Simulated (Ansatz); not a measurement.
**C₂H₇BOS: a ladder of functionals and wavefunction methods**

One table from this session's results is given with a row withheld; the runs are named, their logs left out.

Program: Ansatz 0.2.0, Gaussian basis. Level of theory: functionals in def2-TZVPP, the program's frozen cores in correlated methods. These are calculated values, not measurements.

Plan: PBE-D4, r2SCAN-D4, PBE0-D4, B3LYP-D4, ωB97X-V, ωB97M-V, B2PLYP; CCSD(T)/def2-TZVPP; MP2/def2-QZVPP; extrapolation to the limit.

### Structure used throughout

An earlier PBE0-D4 in a triple-zeta def2 set relaxation fixed the geometry.

SMILES `COBCS`, 12 atoms, charge 0, spin multiplicity 1.

Atoms are counted from 1 here; the program's logs count them from 0.

Bond lengths: C1–O2 1.411 Å, C1–H6 1.094 Å, C1–H7 1.092 Å, C1–H8 1.092 Å, O2–B3 1.345 Å, B3–C4 1.565 Å, B3–H9 1.206 Å, C4–S5 1.828 Å, C4–H10 1.090 Å, C4–H11 1.091 Å, S5–H12 1.343 Å. Angles: O2–C1–H6 111.4°, O2–C1–H7 108.8°, O2–C1–H8 109.1°, H6–C1–H7 109.5°, H6–C1–H8 109.3°, H7–C1–H8 108.8°, C1–O2–B3 122.1°, O2–B3–C4 119.0°, O2–B3–H9 120.0°, C4–B3–H9 121.0°, B3–C4–S5 102.4°, B3–C4–H10 116.7°, B3–C4–H11 112.8°, S5–C4–H10 109.8°, S5–C4–H11 105.2°, H10–C4–H11 109.2°, C4–S5–H12 96.9°.

Set-up of the first run:

in.yaml

```yaml
crystal:
  periodic: [false, false, false]
  atoms:
    - {symbol: C, position_ang: [-2.112987, 0.295598, 0.188401]}
    - {symbol: O, position_ang: [-0.816264, 0.011828, 0.668284]}
    - {symbol: B, position_ang: [0.180670, -0.371517, -0.148488]}
    - {symbol: C, position_ang: [1.626857, -0.508616, 0.432777]}
    - {symbol: S, position_ang: [2.438385, 1.014301, -0.168971]}
    - {symbol: H, position_ang: [-2.208091, 0.048936, -0.872813]}
    - {symbol: H, position_ang: [-2.836729, -0.285179, 0.763465]}
    - {symbol: H, position_ang: [-2.321793, 1.357996, 0.331872]}
    - {symbol: H, position_ang: [-0.038005, -0.559487, -1.319598]}
    - {symbol: H, position_ang: [2.200321, -1.380493, 0.118946]}
    - {symbol: H, position_ang: [1.653131, -0.435035, 1.521359]}
    - {symbol: H, position_ang: [2.311603, 0.756570, -1.481232]}
basis:
  gaussian: {orbitals: def2-TZVPP}
hamiltonian: {xc: pbe, dispersion: d4}
output: {forces: true, orbitals: {seedname: orbitals}}
```

Command:

```
ansatz run in.yaml --threads 4 --pin off --events-out ev --progress --plain --max-ram 10444MiB
```

Steps of the session up to this table: PBE-D4 (GGA); r2SCAN-D4 (meta-GGA); PBE0-D4 (hybrid); B3LYP-D4 (hybrid); ωB97X-V (range-separated); ωB97M-V (range-separated); B2PLYP (double hybrid); CCSD(T) in def2-TZVPP; MP2 in def2-QZVPP.

One table of the session follows, with a row left open; its other results are not shown here.

| method | atomisation energy (kJ/mol) |
| --- | --- |
| PBE-D4 | ? |
| r2SCAN-D4 | 4550.5 |
| PBE0-D4 | 4547.3 |
| B3LYP-D4 | 4532.8 |
| ωB97X-V | 4538.2 |
| ωB97M-V | 4551.3 |
| B2PLYP | 4485.0 |
| HF/def2-TZVPP | 3355.9 |
| MP2/def2-TZVPP | 4481.2 |
| CCSD/def2-TZVPP | 4350.1 |
| CCSD(T)/def2-TZVPP | 4413.2 |
| MP2/CBS | 4588.2 |
| CCSD(T)/CBS | 4520.2 |

**Question.** Estimate the row for PBE-D4.

The run gave: atomisation energy (kJ/mol): 4621.6. In the column «atomisation energy (kJ/mol)» it is the highest.
